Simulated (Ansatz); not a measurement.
**FGeH6NSi: a ladder of functionals and wavefunction methods**

Aim: compute FGeH6NSi with functionals from several rungs and with coupled cluster. The yardstick is the atomisation energy at the CCSD(T) limit.

Computed with Ansatz 0.2.0, Gaussian basis. Level: functionals in def2-TZVPP, the program's frozen cores in correlated methods.

The runs, in order: PBE-D4, r2SCAN-D4, PBE0-D4, B3LYP-D4, ωB97X-V, ωB97M-V, B2PLYP; CCSD(T)/def2-TZVPP; MP2/def2-QZVPP; extrapolation to the limit.

**1. The relaxed structure**

The geometry comes from an earlier relaxation with PBE0-D4 in a triple-zeta def2 set; it is a stationary point, not always the lowest conformer.

SMILES `[NH2][GeH2][SiH2]F`, 10 atoms, charge 0, spin multiplicity 1.

Atoms are counted from 1 here; the program's logs count them from 0.

Bond lengths: N1–Ge2 1.847 Å, N1–H5 1.011 Å, N1–H6 1.011 Å, Ge2–Si3 2.385 Å, Ge2–H7 1.553 Å, Ge2–H8 1.538 Å, Si3–F4 1.604 Å, Si3–H9 1.487 Å, Si3–H10 1.486 Å. Angles: Ge2–N1–H5 113.8°, Ge2–N1–H6 113.6°, H5–N1–H6 108.1°, N1–Ge2–Si3 108.0°, N1–Ge2–H7 114.1°, N1–Ge2–H8 106.3°, Si3–Ge2–H7 108.4°, Si3–Ge2–H8 112.3°, H7–Ge2–H8 107.8°, Ge2–Si3–F4 110.7°, Ge2–Si3–H9 110.8°, Ge2–Si3–H10 110.8°, F4–Si3–H9 107.7°, F4–Si3–H10 107.8°, H9–Si3–H10 109.0°.

Geometry (Å):

```xyz
10
FGeH6NSi
N    -1.30349    1.29594   -0.30415
Ge    0.38424    0.58574   -0.54591
Si    0.47992   -1.50028    0.60537
F    -0.46936   -2.58222   -0.10307
H    -1.52903    1.49323    0.66144
H    -1.47063    2.13450   -0.84401
H     1.53361    1.48806   -0.01989
H     0.57199    0.42306   -2.06378
H     0.02133   -1.34831    2.01217
H     1.86451   -2.04102    0.60473
```

**2. PBE-D4 (GGA)**

The input, in.yaml:

```yaml
crystal:
  periodic: [false, false, false]
  atoms:
    - {symbol: N, position_ang: [-1.303493, 1.295938, -0.304148]}
    - {symbol: Ge, position_ang: [0.384244, 0.585742, -0.545914]}
    - {symbol: Si, position_ang: [0.479917, -1.500280, 0.605375]}
    - {symbol: F, position_ang: [-0.469358, -2.582215, -0.103074]}
    - {symbol: H, position_ang: [-1.529031, 1.493233, 0.661440]}
    - {symbol: H, position_ang: [-1.470632, 2.134500, -0.844005]}
    - {symbol: H, position_ang: [1.533615, 1.488060, -0.019887]}
    - {symbol: H, position_ang: [0.571993, 0.423060, -2.063783]}
    - {symbol: H, position_ang: [0.021330, -1.348312, 2.012166]}
    - {symbol: H, position_ang: [1.864515, -2.041025, 0.604732]}
basis:
  gaussian: {orbitals: def2-TZVPP}
hamiltonian: {xc: pbe, dispersion: d4}
output: {forces: true, orbitals: {seedname: orbitals}}
```

Run with:

```bash
$ ansatz run in.yaml --threads 4 --pin off --events-out ev --progress --plain --max-ram 10444MiB
```

Further steps of the session: r2SCAN-D4 (meta-GGA); PBE0-D4 (hybrid); B3LYP-D4 (hybrid); ωB97X-V (range-separated); ωB97M-V (range-separated); B2PLYP (double hybrid); CCSD(T) in def2-TZVPP; MP2 in def2-QZVPP.

Q: Predict the results of all the runs planned. Wanted: atomisation energy, CCSD(T)/CBS; farthest; mean size of error, hybrid; mean size of error, range-separated; gap, smallest and largest; T1 diagnostic; triples share of the correlation energy.

As calculated:

| quantity | value |
| --- | --- |
| atomisation energy, CCSD(T)/CBS | 3143.8 kJ/mol |
| functionals within 31.4 kJ/mol (1.0 %) | PBE-D4, r2SCAN-D4, B3LYP-D4, ωB97X-V, ωB97M-V |
| farthest | PBE0-D4 (-61.1 kJ/mol) |
| mean size of error, hybrid | 42.9 kJ/mol |
| mean size of error, range-separated | 15.5 kJ/mol |
| gap, smallest and largest | 4.69 eV (PBE-D4), 11.42 eV (ωB97X-V) |
| T1 diagnostic | 0.0115 |
| triples share of the correlation energy | 3.2 % |

What this shows: PBE-D4 misses by -15.7 kJ/mol. Double hybrids carry the basis error of their MP2 part in triple zeta, and no dispersion term here, so their miss is partly the set-up's. The reference freezes the cores and leaves out relativity and excitations past (T), and its outer-core shells are covered unevenly, so misses under about 31.4 kJ/mol can't be ranked. Hartree-Fock recovers 71 % of the binding; the rest is correlation. Orbital gaps span 4.7 to 11.4 eV; exact exchange widens them. Correlated methods include outer-core shells of Ge, which these sets cover unevenly.
